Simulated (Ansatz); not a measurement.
**C4H6AlClO2: basis-set convergence**

An exercise on one series of results from a longer session: the logs are not shown, and one member is left open.

Computed with Ansatz 0.2.0, Gaussian basis. Level: one geometry, several basis sets.

Levels to be run: PBE0-D4/def2-SVP; ωB97M-V/def2-SVP; PBE0-D4/def2-QZVPP; ωB97M-V/def2-QZVPP; the functionals' def2-TZVPP values are taken from earlier runs.

## The relaxed structure

An earlier PBE0-D4 in a triple-zeta def2 set relaxation fixed the geometry.

14 atoms, charge 0, spin multiplicity 1.

Atoms are counted from 1 here; the program's logs count them from 0.

Bond lengths: C1–Al2 1.934 Å, C1–H9 1.094 Å, C1–H10 1.094 Å, C1–H11 1.094 Å, Al2–Cl3 2.122 Å, Al2–O4 1.835 Å, Al2–O8 1.835 Å, O4–C5 1.267 Å, C5–C6 1.389 Å, C5–H12 1.094 Å, C6–C7 1.389 Å, C6–H13 1.080 Å, C7–O8 1.267 Å, C7–H14 1.094 Å. Angles: Al2–C1–H9 111.2°, Al2–C1–H10 112.1°, Al2–C1–H11 111.2°, H9–C1–H10 107.6°, H9–C1–H11 107.0°, H10–C1–H11 107.6°, C1–Al2–Cl3 120.0°, C1–Al2–O4 113.0°, C1–Al2–O8 112.9°, Cl3–Al2–O4 106.4°, Cl3–Al2–O8 106.4°, O4–Al2–O8 95.1°, Al2–O4–C5 125.3°, O4–C5–C6 125.7°, O4–C5–H12 115.7°, C6–C5–H12 118.7°, C5–C6–C7 121.5°, C5–C6–H13 119.2° and more.

The first run:

Contents of in.yaml:

```yaml
crystal:
  periodic: [false, false, false]
  atoms:
    - {symbol: C, position_ang: [0.415171, -2.442574, -0.627961]}
    - {symbol: Al, position_ang: [0.656704, -0.792056, 0.351257]}
    - {symbol: Cl, position_ang: [2.088652, -0.683273, 1.913993]}
    - {symbol: O, position_ang: [0.972681, 0.648178, -0.740907]}
    - {symbol: C, position_ang: [0.365075, 1.758299, -0.681299]}
    - {symbol: C, position_ang: [-0.738712, 2.035796, 0.115121]}
    - {symbol: C, position_ang: [-1.321335, 1.059250, 0.912957]}
    - {symbol: O, position_ang: [-0.911166, -0.132723, 1.039729]}
    - {symbol: H, position_ang: [0.117305, -3.257537, 0.038032]}
    - {symbol: H, position_ang: [-0.351913, -2.352225, -1.402646]}
    - {symbol: H, position_ang: [1.343410, -2.751803, -1.117005]}
    - {symbol: H, position_ang: [0.752741, 2.546363, -1.333927]}
    - {symbol: H, position_ang: [-1.178147, 3.022309, 0.082851]}
    - {symbol: H, position_ang: [-2.223067, 1.312799, 1.478505]}
basis:
  gaussian: {orbitals: def2-SVP}
hamiltonian: {xc: pbe0, dispersion: d4}
output: {orbitals: {seedname: orbitals}}
```

Command:

```sh
> ansatz run in.yaml --threads 2 --pin off --events-out ev --progress --plain --max-ram 32768MiB --backend cpu
```

Among the steps run: PBE0-D4 in def2-SVP; ωB97M-V in def2-SVP; PBE0-D4 in def2-QZVPP; ωB97M-V in def2-QZVPP.

One of the session's tables, all rows but one given; the rest of the session is left out.

It belongs to the step «Functionals by basis». 

| functional | basis | HOMO (eV) | LUMO (eV) |
| --- | --- | --- | --- |
| PBE0-D4 | def2-SVP | -7.78 | -2.55 |
| PBE0-D4 | def2-TZVPP | -7.83 | -2.63 |
| PBE0-D4 | def2-QZVPP | -7.85 | -2.67 |
| ωB97M-V | def2-SVP | ? | ? |
| ωB97M-V | def2-TZVPP | -9.97 | -0.50 |
| ωB97M-V | def2-QZVPP | -10.00 | -0.56 |

**Question.** Estimate the row for ωB97M-V, def2-SVP.

As computed: HOMO (eV): -9.91; LUMO (eV): -0.36. In the column «HOMO (eV)» it lies between ωB97M-V, def2-TZVPP (-9.97) and PBE0-D4, def2-QZVPP (-7.85).
